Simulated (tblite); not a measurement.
# C4H10AlBO: the cost of one run

Computed with tblite 0.8.0 and PySCF 2.14.0, with density-fitted response routines of our own, on a single molecule in the gas phase. Atoms are numbered from 0 throughout.

### 1 The molecule as given

17 atoms, charge 0, multiplicity 1; geometry from: force field or distance geometry start.

Bonds of the start (Å): B0–C1 1.58, C1–O2 1.35, O2–C3 1.39, C1–C4 1.33, C4–C5 1.50, C4–Al6 1.97, B0–H7 1.19, B0–H8 1.18, C3–H9 1.12, C3–H10 1.14, C3–H11 1.10, C5–H12 1.14, C5–H13 1.12, C5–H14 1.11, Al6–H15 1.59, Al6–H16 1.60.

### 2 Optimising the geometry with GFN2-xTB

Job settings and geometry (Å):

```
{"job": {"kind": "relax", "xc": "GFN2-xTB", "basis": "xTB"}, "charge": 0, "multiplicity": 1}
B      0.796100     1.922400     0.327300
C     -0.026700     0.661700    -0.138500
O     -1.354600     0.794000    -0.312200
C     -2.410600     0.343300     0.464400
C      0.666800    -0.460900    -0.291000
C     -0.033700    -1.706900    -0.734000
Al     2.618300    -0.557000    -0.004600
H      0.746100     2.185400     1.486100
H      0.929500     2.847100    -0.396500
H     -3.376900     0.650300    -0.007700
H     -2.374500    -0.794400     0.435000
H     -2.432600     0.652800     1.516800
H     -0.412300    -2.155000     0.240000
H      0.687100    -2.405400    -1.233400
H     -0.869600    -1.385400    -1.389900
H      3.604500    -0.785000    -1.232800
H      3.236300     0.205200     1.260900
```

Started as:

```console
$ OMP_NUM_THREADS=1 python probes_run.py task.json out
```

The driver reads the jobs from task.json and runs them one after another.

**Question.** How long does this first job take on 1 thread of Intel Xeon at 2.50GHz, shared host, and how much memory does it need?

About 4.3 s, with a peak of 0.18 GiB.
